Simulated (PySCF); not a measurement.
# [ReO3(OH)2]−: forces at shaken geometries

Aim: move all atoms of relaxed [ReO3(OH)2]− at random and read energies and forces. The species was built from a template and needn't be a known compound.

Computed with PySCF 2.14.0. Level: PBE, Re def2-SVP with ECP60, O def2-SVP, H def2-SVP; scalar-relativistic core potentials, no spin–orbit coupling.

2 further runs of the same task are left out: 1 for a known fault of the program, 1 that didn't finish.

## 1. The system as given

8 atoms, charge -1, spin multiplicity 1.

Bond lengths: Re1–O2 1.747 Å, Re1–O3 1.761 Å, Re1–O4 1.761 Å, Re1–O5 1.997 Å, Re1–O7 1.998 Å, O5–H6 0.976 Å, O7–H8 0.976 Å. Angles: O2–Re1–O3 114.5°, O2–Re1–O4 114.3°, O2–Re1–O5 97.1°, O2–Re1–O7 97.2°, O3–Re1–O4 131.2°, O3–Re1–O5 86.4°, O3–Re1–O7 87.5°, O4–Re1–O5 87.7°, O4–Re1–O7 86.6°, O5–Re1–O7 165.7°, Re1–O5–H6 106.7°, Re1–O7–H8 106.4°.

As a file:

```xyz
8
charge -1, multiplicity 1
Re    0.00360   -0.01205    0.07781
O    -0.84235   -0.04605    1.60580
O    -1.03192   -0.20602   -1.33344
O     1.74487    0.21147    0.21765
O    -0.14295    1.95401   -0.24214
H     0.62318    2.36801    0.19917
O     0.38538   -1.96954   -0.03995
H    -0.38051   -2.37218   -0.49156
```

Formal oxidation states: Re +7. An earlier session relaxed this geometry at PBE, Re def2-SVP with ECP60, O def2-SVP, H def2-SVP (singlet, point group C1).

Its energy there is -455.225944 Eh.

## 2. Atoms moved at random, σ = 0.06 Å

The input, run.py (the lines that set the calculation):

```python
mol = gto.M(atom='''
Re     0.01291    -0.06516     0.08820
O     -0.89992    -0.04920     1.59644
O     -1.10430    -0.29126    -1.41559
O      1.82911     0.22410     0.21704
O     -0.10429     1.99851    -0.18682
H      0.69141     2.38100     0.16579
O      0.33071    -1.87063    -0.01603
H     -0.39632    -2.39972    -0.45567''',
    basis={'Re': 'def2-SVP', 'O': 'def2-SVP', 'H': 'def2-SVP'},
    ecp={'Re': 'def2-SVP'},
    charge=-1, spin=0)
mf = dft.RKS(mol, xc='PBE')
mf.grids.atom_grid = (50, 194)
mf = mf.density_fit()  # fitting sets: Re def2-universal-JKFIT, O def2-universal-JKFIT, H def2-universal-JKFIT
mf.conv_tol = 1e-08; mf.max_cycle = 55
mf.kernel(dm0)  # dm0: the density of the relaxed state
```

The run is started by

```console
$ OMP_NUM_THREADS=2 python run.py
```

## 3. Atoms moved at random, σ = 0.03 Å

The input, run.py (the lines that set the calculation):

```python
mol = gto.M(atom='''
Re     0.01327    -0.01704     0.07217
O     -0.81938    -0.04852     1.61558
O     -1.03374    -0.15516    -1.37302
O      1.69855     0.20945     0.16208
O     -0.18178     1.96391    -0.28031
H      0.64601     2.36978     0.21045
O      0.40825    -2.02004    -0.00083
H     -0.37188    -2.37473    -0.41276''',
    basis={'Re': 'def2-SVP', 'O': 'def2-SVP', 'H': 'def2-SVP'},
    ecp={'Re': 'def2-SVP'},
    charge=-1, spin=0)
mf = dft.RKS(mol, xc='PBE')
mf.grids.atom_grid = (50, 194)
mf = mf.density_fit()  # fitting sets: Re def2-universal-JKFIT, O def2-universal-JKFIT, H def2-universal-JKFIT
mf.conv_tol = 1e-08; mf.max_cycle = 55
mf.kernel(dm0)  # dm0: the density of the relaxed state
```

## 4. Atoms moved at random, σ = 0.1 Å

The input, run.py (the lines that set the calculation):

```python
mol = gto.M(atom='''
Re     0.20251     0.02897     0.17871
O     -0.89951    -0.20053     1.56216
O     -1.07667    -0.21078    -1.34326
O      1.65363     0.23282     0.04852
O     -0.10434     1.88692    -0.13673
H      0.65204     2.42885     0.17534
O      0.34176    -1.89673    -0.10207
H     -0.41012    -2.34188    -0.38932''',
    basis={'Re': 'def2-SVP', 'O': 'def2-SVP', 'H': 'def2-SVP'},
    ecp={'Re': 'def2-SVP'},
    charge=-1, spin=0)
mf = dft.RKS(mol, xc='PBE')
mf.grids.atom_grid = (50, 194)
mf = mf.density_fit()  # fitting sets: Re def2-universal-JKFIT, O def2-universal-JKFIT, H def2-universal-JKFIT
mf.conv_tol = 1e-08; mf.max_cycle = 55
mf.kernel(dm0)  # dm0: the density of the relaxed state
```

Q: Predict the outcome of this session. Wanted: for each run, σ; energy rise; harmonic estimate −½ F·u; largest force component.

The runs gave:

| σ (Å) | energy rise (eV) | harmonic estimate −½ F·u (eV) | largest force component (eV/Å) |
| --- | --- | --- | --- |
| 0.06 | 0.809 | 0.801 | 4.69 |
| 0.03 | 0.250 | 0.245 | 3.30 |
| 0.1 | 4.833 | 5.255 | 33.73 |

Every displacement raises the energy. For a harmonic well the rise equals −½ F·u; the two differ by at most 9 % here (a move with σ = 0.1 Å), from anharmonicity, the grid and the small forces left at the relaxed point. These are double-zeta-type bases without diffuse functions. Spin–orbit coupling is left out.
